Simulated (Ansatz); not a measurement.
# Si11Pd10Au3: the cost of one run

All numbers below are computed with Ansatz 0.2.0 (DFT PBE, scalar-relativistic, plane waves, PAW).

## 1. Starting point

The cell holds 24 atoms (Au3Pd10Si11): a = 7.237 Å, b = 7.076 Å, c = 7.523 Å, α = 88.96°, β = 91.36°, γ = 90.00°.

It is the last frame of an earlier stage of the same melt, run at 990 K.

Its coordinates follow in the input file.

## 2. Langevin stage at 300 K

One k point, a Fermi-Dirac width of 0.050 eV and a fixed cell.

Input file input.yaml:

```yaml
crystal:
  lattice:
    - [7.236199, 0.000263, -0.087442]
    - [0.000263, 7.075833, 0.066426]
    - [-0.087442, 0.066426, 7.521992]
  atoms:
    - { symbol: Si, position: [0.2699118166, 0.9694385856, 0.6886178515] }
    - { symbol: Si, position: [0.2510633496, 0.7034015861, 0.9583455588] }
    - { symbol: Si, position: [0.8140196346, 0.0764070128, 0.6558246925] }
    - { symbol: Si, position: [0.6767721988, 0.3964068619, 0.6075858199] }
    - { symbol: Si, position: [0.2293896643, 0.4460052152, 0.3605733775] }
    - { symbol: Si, position: [0.6673949052, 0.9469968903, 0.0105550194] }
    - { symbol: Si, position: [0.9554371252, 0.7446382903, 0.6212782477] }
    - { symbol: Si, position: [0.1592226809, 0.3112454637, 0.6659478978] }
    - { symbol: Si, position: [0.9746275085, 0.5739493804, 0.0938678441] }
    - { symbol: Si, position: [0.8796026973, 0.3479414234, 0.8585757823] }
    - { symbol: Si, position: [0.746520133, 0.6804822629, 0.8434099348] }
    - { symbol: Pd, position: [0.3993164617, 0.5303412113, 0.7264412208] }
    - { symbol: Pd, position: [0.7800694183, 0.8993315908, 0.3018941152] }
    - { symbol: Pd, position: [0.0268004692, 0.025165148, 0.9152776431] }
    - { symbol: Pd, position: [0.0848139193, 0.1681989285, 0.3885720208] }
    - { symbol: Pd, position: [0.7147091366, 0.256074491, 0.1171012358] }
    - { symbol: Pd, position: [0.5303578487, 0.2298783234, 0.3997567165] }
    - { symbol: Pd, position: [0.5149802225, 0.1548629947, 0.7751276901] }
    - { symbol: Pd, position: [0.5646349036, 0.8400035778, 0.5830172023] }
    - { symbol: Pd, position: [0.2051237522, 0.7692914498, 0.4321067848] }
    - { symbol: Pd, position: [0.8787767523, 0.5211149748, 0.3658186832] }
    - { symbol: Au, position: [0.3799907915, 0.9465007623, 0.1566684032] }
    - { symbol: Au, position: [0.5623846795, 0.6024803026, 0.2030628688] }
    - { symbol: Au, position: [0.3055084919, 0.3617005862, 0.0447005158] }
  symmetry: { detect: false }
basis:
  ecutwfc: 420
  xc_grid: 1
kpoints:
  mp_grid: { grid: [1, 1, 1], shift: [0.25, 0.25, 0.25] }
hamiltonian:
  xc: pbe
scf:
  occupations: { method: fermi_dirac, width: 0.05 }
  lower_state_search: "off"
  convergence: { dr2_threshold: 1.0e-05 }
output:
  forces: true
  stress: true
md:
  timestep: 3.0
  n_steps: 102
  ensemble: nvt_langevin
  friction: 0.03
  temperature: 300.0
  initial_velocities: maxwell_boltzmann
  seed: 55680
```

Run with:

```bash
$ ansatz run input.yaml --threads 2 --pin off --max-ram 5120MiB --backend cpu --events-out ev --progress --plain --runs-dir out
```

**Question.** How long does this run take on 2 threads of Arm Neoverse V1, shared host, and how much memory does it need?

About 6 min, with a peak of 0.71 GiB.
